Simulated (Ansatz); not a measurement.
# Ta4C3: the cost of one run

Method: DFT PBEsol, scalar-relativistic, plane waves, PAW, in Ansatz 0.2.0.

2 further runs of the same task are left out: 2 set aside as unsound or not needed. Runs told in other sessions of the task aren't counted.

**1. The structure to begin with**

Symmetry: Pm-3m, No. 221, cubic system. The conventional cell has a = 4.403 Å, b = 4.403 Å, c = 4.403 Å, α = 90.00°, β = 90.00°, γ = 90.00°. Ta (site symmetry 4/mmm) is surrounded by 4 C at 2.20 Å. Ta (site symmetry m-3m) has 6 C at 2.20 Å in its first shell of neighbours. Around C (site symmetry 4/mmm) lie 6 Ta at 2.20 Å.

Coordinates:

```cif
data_structure
_symmetry_space_group_name_H-M 'Pm-3m'
_symmetry_Int_Tables_number 221
_cell_length_a 4.4026
_cell_length_b 4.4026
_cell_length_c 4.4026
_cell_angle_alpha 90.000
_cell_angle_beta 90.000
_cell_angle_gamma 90.000
_cell_volume 85.34
loop_
_atom_site_label
_atom_site_type_symbol
_atom_site_symmetry_multiplicity
_atom_site_Wyckoff_symbol
_atom_site_fract_x
_atom_site_fract_y
_atom_site_fract_z
_atom_site_occupancy
Ta1 Ta 3 c 0.00000 0.50000 0.50000 1
Ta2 Ta 1 a 0.00000 0.00000 0.00000 1
C1 C 3 d 0.50000 0.00000 0.00000 1
```

It goes back to an entry of the Materials Project, which need not be the stable form.

It is the result of an earlier relaxation at this level (volume 12.19 Å³/atom; gap on the mesh: none (metal)).

**2. Zero of energy**

The reference gives a free energy of -39969.7939 eV, pressure 0.04 GPa, largest force 0.000 eV/Å and gap on the mesh none (metal). It was computed beforehand with the settings of the runs below.

**3. Next: random displacements**

All atoms are moved at random with no net shift, in some cells together with a random strain.

**4. Point rms move = 0.425 Å**

Contents of input.yaml:

```yaml
crystal:
  lattice:
    - [4.2987054722, -0.0544227126, -0.1105335967]
    - [-0.0544227126, 4.3944058444, -0.061633554]
    - [-0.1105335967, -0.061633554, 4.3695792452]
  atoms:
    - { symbol: Ta, position: [-0.0596202081, 0.4983062849, 0.478688379] }
    - { symbol: Ta, position: [0.6277500961, 0.051260936, 0.5034140275] }
    - { symbol: Ta, position: [0.418663563, 0.4639671526, -0.0190094098] }
    - { symbol: Ta, position: [-0.0277431728, -0.0603396663, -0.0338190553] }
    - { symbol: C, position: [0.5534997999, 0.0291702324, 0.1425167715] }
    - { symbol: C, position: [-0.0058887997, 0.5168838611, -0.063502119] }
    - { symbol: C, position: [-0.0066612783, 0.0007511993, 0.4917114062] }
basis:
  ecutwfc: 420
kpoints:
  mp_grid: { grid: [10, 10, 10] }
hamiltonian:
  xc: pbesol
scf:
  occupations: { method: gaussian, width: 0.15 }
output:
  forces: true
  stress: true
  eigenvalues: true
```

Run with:

```
$ ansatz run input.yaml --threads 2 --pin off --max-ram 5120MiB --backend cpu --events-out ev --progress --plain --runs-dir out
```

**Question.** How long does this run take on 2 threads of Oxide Virtual Turin-like (Zen 5), shared host, and how much memory does it need?

About 48 s, with a peak of 1.3 GiB.
